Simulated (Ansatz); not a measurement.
# F2GeH6O: the cost of one run

Program: Ansatz 0.2.0, Gaussian basis. Level of theory: PBE0-D4, def2-SVP first, then def2-TZVP. These are calculated values, not measurements.

190 further runs of the same task are left out: 190 set aside as unsound or not needed. Runs told in other sessions of the task aren't counted.

**1. Starting geometry**

The guess: 10 atoms, charge 0, spin multiplicity 1.

Atoms are counted from 1 here; the program's logs count them from 0.

Bond lengths: Ge1–H3 1.482 Å, Ge1–H4 1.489 Å, Ge1–H5 1.527 Å, Ge1–O7 1.958 Å, F2–H8 1.103 Å, H6–O7 1.076 Å, O7–H10 0.961 Å. Angles: H3–Ge1–H4 126.8°, H3–Ge1–H5 110.7°, H3–Ge1–O7 103.1°, H4–Ge1–H5 109.5°, H4–Ge1–O7 107.9°, H5–Ge1–O7 93.1°, Ge1–O7–H6 114.9°, Ge1–O7–H10 115.5°, H6–O7–H10 108.3°.

Coordinates:

```mol
F2GeH6O
  3D, bonds by distance, orders not assigned

 10  7  0  0  0  0  0  0  0  0999 V2000
   -0.8928   -0.7328   -0.5723 Ge  0  0
    1.4802   -0.8506   -0.2588 F   0  0
   -0.2787   -0.5736   -1.9116 H   0  0
   -0.6222   -1.8192    0.4101 H   0  0
   -2.3942   -0.4604   -0.6314 H   0  0
    0.5299    1.1454    0.5274 H   0  0
   -0.5078    0.9770    0.3000 O   0  0
    1.8640    0.0481    0.2524 H   0  0
    1.8451    1.1020    0.7948 F   0  0
   -1.0234    1.1640    1.0895 H   0  0
  1  3  8  0
  1  4  8  0
  1  5  8  0
  1  7  8  0
  2  8  8  0
  6  7  8  0
  7 10  8  0
M  END
```

Distances that are to change: Ge1–O7 1.96 Å, H6–F9 1.34 Å, F2–H8 1.10 Å, Ge1–F2 2.40 Å, H6–O7 1.08 Å, H8–F9 1.19 Å.

**2. Relaxing the guess with the reacting distances held**

hold/in.yaml

```yaml
crystal:
  periodic: [false, false, false]
  atoms:
    - {symbol: Ge, position_ang: [-0.892800, -0.732800, -0.572300]}
    - {symbol: F, position_ang: [1.480200, -0.850600, -0.258800]}
    - {symbol: H, position_ang: [-0.278700, -0.573600, -1.911600]}
    - {symbol: H, position_ang: [-0.622200, -1.819200, 0.410100]}
    - {symbol: H, position_ang: [-2.394200, -0.460400, -0.631400]}
    - {symbol: H, position_ang: [0.529900, 1.145400, 0.527400]}
    - {symbol: O, position_ang: [-0.507800, 0.977000, 0.300000]}
    - {symbol: H, position_ang: [1.864000, 0.048100, 0.252400]}
    - {symbol: F, position_ang: [1.845100, 1.102000, 0.794800]}
    - {symbol: H, position_ang: [-1.023400, 1.164000, 1.089500]}
basis:
  gaussian: {orbitals: def2-SVP}
hamiltonian: {xc: pbe0, dispersion: d4}
relax: {f_tol: 0.04, max_steps: 150, escape_saddle: false, constraints: [{distance: [0, 6]}, {distance: [5, 8]}, {distance: [1, 7]}, {distance: [0, 1]}, {distance: [5, 6]}, {distance: [7, 8]}]}
```

Launch:

```console
ansatz run in.yaml --threads 8 --pin off --events-out ev --progress --plain --max-ram 19148MiB
```

**Question.** How long does this run take on 8 threads of Arm Neoverse N1, shared host?

About 17 s.
